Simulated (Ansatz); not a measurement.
**Li: energy and pressure over a range of volumes**

An exercise on one series of results from a longer session: the logs are not shown, and one member is left open.

Computed with Ansatz 0.2.0 (DFT PBEsol, scalar-relativistic, unless a step's input says otherwise).

### The system as given

Symmetry: Im-3m, No. 229, cubic system. The conventional cell has a = 3.500 Å, b = 3.500 Å, c = 3.500 Å, α = 90.00°, β = 90.00°, γ = 90.00°. Li (site symmetry m-3m) is surrounded by 8 Li at 3.03 Å.

As a file:

```
Li
1.0
    -1.75000    1.75000    1.75000
     1.75000   -1.75000    1.75000
     1.75000    1.75000   -1.75000
Li
1
Cartesian
  0.0000 0.0000 0.0000
```

Set-up of the first run:

File input.yaml:

```yaml
crystal:
  lattice:
    - [-1.7142756902, 1.7142756902, 1.7142756902]
    - [1.7142756902, -1.7142756902, 1.7142756902]
    - [1.7142756902, 1.7142756902, -1.7142756902]
  atoms:
    - { symbol: Li, position: [0.0, 0.0, 0.0] }
kpoints:
  mp_grid: { grid: [15, 15, 15] }
  band_path:
    path:
      - [0.0, 0.0, 0.0]
      - [0.5, -0.5, 0.5]
      - [0.0, 0.0, 0.5]
      - [0.0, 0.0, 0.0]
      - [0.25, 0.25, 0.25]
      - [0.5, -0.5, 0.5]
      - [0.25, 0.25, 0.25]
      - [0.0, 0.0, 0.5]
    npoints: 5
scf:
  occupations: { method: fermi_dirac, width: 0.08 }
hamiltonian:
  xc: pbesol
  pseudopotentials: { kind: all_electron, lapw: { basis_error: 0.00025 } }
output:
  forces: true
  stress: true
  eigenvalues: true
```

Launch:

```
ansatz run input.yaml --threads 1 --pin off --max-ram 3072MiB --backend cpu --events-out ev --progress --plain --runs-dir out
```

Among the steps run: Volume × 0.94, LAPW; Volume × 0.94, PAW; Volume × 0.94, crystal datasets; Volume × 0.98, LAPW; Volume × 0.98, PAW; Volume × 0.98, crystal datasets; Volume × 1.01, LAPW; Volume × 1.01, PAW; Volume × 1.01, crystal datasets; Volume × 1.04, LAPW; Volume × 1.04, PAW; Volume × 1.04, crystal datasets.

One of the session's tables, all rows but one given; the rest of the session is left out.

It belongs to the step «Fits». 

```
          method  volume (Å³/atom)  pressure (GPa)
            LAPW            20.151            0.06
            LAPW            21.009           -0.47
            LAPW            21.652           -0.82
            LAPW            22.295           -1.12
             PAW            20.151               ?
             PAW            21.009           -0.47
             PAW            21.652           -0.82
             PAW            22.295           -1.12
crystal datasets            20.151            0.06
crystal datasets            21.009           -0.47
crystal datasets            21.652           -0.82
crystal datasets            22.295           -1.12
```

Q: Estimate the row for PAW, 20.151 from the others.

As computed: pressure (GPa): 0.07. In the column «pressure (GPa)» it is the highest.

To keep in mind: Warnings in the runs' records: crystal datasets made.
